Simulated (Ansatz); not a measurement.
CH5AlSe, SMILES C[Se][AlH2]: an atomisation energy, run with the Ansatz DFT code, driven from Python.

Contents of `ch5alse.xyz`:
```text
8

C    -0.48380    1.12360   -0.55650
Se    0.57750    0.97440    1.01580
Al    0.65910   -1.41400    0.76220
H    -0.68870    2.25320   -0.72660
H    -1.47970    0.60290   -0.45090
H     0.00640    0.79770   -1.45940
H     1.87910   -2.07390   -0.09590
H    -0.37780   -2.32090    1.45570
```

`tae_ch5alse.py`
```python
"""Atomisation energy of CH5AlSe at the given geometry."""

from collections import Counter
from dataclasses import dataclass

import ansatz as az


@dataclass
class RunConfig:
    basis_set: str = "6-31G*"
    functional: str = "r2scan0"


opts = RunConfig()


def single_point(molecule, charge=0, unpaired=0):
    calc = molecule.calculation().basis(gaussian=opts.basis_set).functional(opts.functional)
    if charge:
        calc = calc.charge(charge)
    if unpaired:
        calc = calc.spin("collinear", total=unpaired)
    return calc.run().report["free_energy_ev"]

ch5alse = az.Crystal.molecule_from_extxyz("ch5alse.xyz")

# unpaired electrons of the ground-state atoms
unpaired = {"C": 2, "Se": 2, "Al": 1, "H": 1}
counts = Counter(site.symbol for site in ch5alse.cartesian_sites)
atom_energy = {s: single_point(az.Crystal.molecule().atom(s, (0, 0, 0)), 0, unpaired[s]) for s in counts}
whole = single_point(ch5alse, 0, 0)
for s, e in atom_energy.items():
    print(f"{s:2s} x{counts[s]}  {e:14.5f} eV")
print(f"CH5AlSe: {whole:.5f} eV")
split = sum(counts[s] * e for s, e in atom_energy.items()) - whole
print(f"atomisation energy (no zero-point term): {23.060548 * split:.1f} kcal/mol, {split / sum(counts.values()):.3f} eV an atom")
```

What does it cost to take this molecule apart into atoms?

564.8 kcal/mol from the electronic energies, without the zero-point term.

The output:

```console
$ python tae_ch5alse.py
C  x1     -1029.18038 eV
Se x1    -65339.30596 eV
Al x1     -6593.60203 eV
H  x5       -13.55743 eV
CH5AlSe: -73054.36750 eV
atomisation energy (no zero-point term): 564.8 kcal/mol, 3.061 eV an atom
```

Notes:
- Total energies depend on the basis set; only differences at equal settings carry meaning.
- The geometry is a force-field or estimated start, not a minimum of this method, and the basis set is short of its limit. All parts are taken at fixed geometry, without zero-point energy.
- The spin-orbit lowering of heavy atoms is left out.
- Wall time of the script: 7.2 s on 1 thread of Arm Neoverse V2, with other jobs on the host, peak memory 0.23 GiB.
